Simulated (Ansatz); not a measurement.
# Cl3H3OSn: the cost of one run

Method: RKS PBE0/def2-SVP, in Ansatz 0.2.0.

## Step 1: The system as given

Bond lengths: Sn1–O3 1.960 Å, O3–H4 1.010 Å, Sn1–Cl5 2.408 Å, Sn1–Cl6 2.408 Å, Sn1–Cl7 2.710 Å. Angles: Sn1–O3–H4 109.5°, O3–Sn1–Cl5 109.5°, O3–Sn1–Cl6 109.5°, O3–Sn1–Cl7 178.9°, Cl5–Sn1–Cl6 109.5°, Cl5–Sn1–Cl7 70.0°, Cl6–Sn1–Cl7 70.0°.

Structure file:

```xyz
8

Sn    0.0000    0.0000    0.0000
H     0.0000    0.0000    2.0900
O     1.8483    0.0000   -0.6527
H     2.1646   -0.9521   -0.7693
Cl   -1.1351    1.9666   -0.8025
Cl   -1.1351   -1.9666   -0.8025
Cl   -2.5717    0.0000    0.8545
H    -1.0358    0.0000    2.0916
```

## Step 2: A restrained relaxation towards end A

Springs on the bonds that form and break draw the guess towards this end; the thresholds are loose.

File input.yaml:

```yaml
crystal:
  periodic: [false, false, false]
  atoms:
    - { symbol: Sn, position_ang: [0.0, 0.0, 0.0] }
    - { symbol: H, position_ang: [0.0, 0.0, 2.09] }
    - { symbol: O, position_ang: [1.8483, 0.0, -0.6527] }
    - { symbol: H, position_ang: [2.1646, -0.9521, -0.7693] }
    - { symbol: Cl, position_ang: [-1.1351, 1.9666, -0.8025] }
    - { symbol: Cl, position_ang: [-1.1351, -1.9666, -0.8025] }
    - { symbol: Cl, position_ang: [-2.5717, 0.0, 0.8545] }
    - { symbol: H, position_ang: [-1.0358, 0.0, 2.0916] }
basis:
  gaussian: { orbitals: def2-SVP }
hamiltonian:
  xc: pbe0
relax:
  f_tol: 0.15
  max_steps: 25
  restrain:
    - { distance: [0, 6], at: 3.61, k: 30.0 }
    - { distance: [7, 1], at: 1.86, k: 30.0 }
    - { distance: [0, 1], at: 1.74, k: 30.0 }
    - { distance: [7, 6], at: 1.37, k: 30.0 }
```

Run with:

```
$ ansatz run input.yaml --threads 2 --pin off --max-ram 3072MiB --backend cpu --events-out ev --progress --plain --runs-dir out
```

Q: Estimate wall time and peak memory on 2 threads of Arm Neoverse V1, shared host.

About 50 s, with a peak of 0.29 GiB.
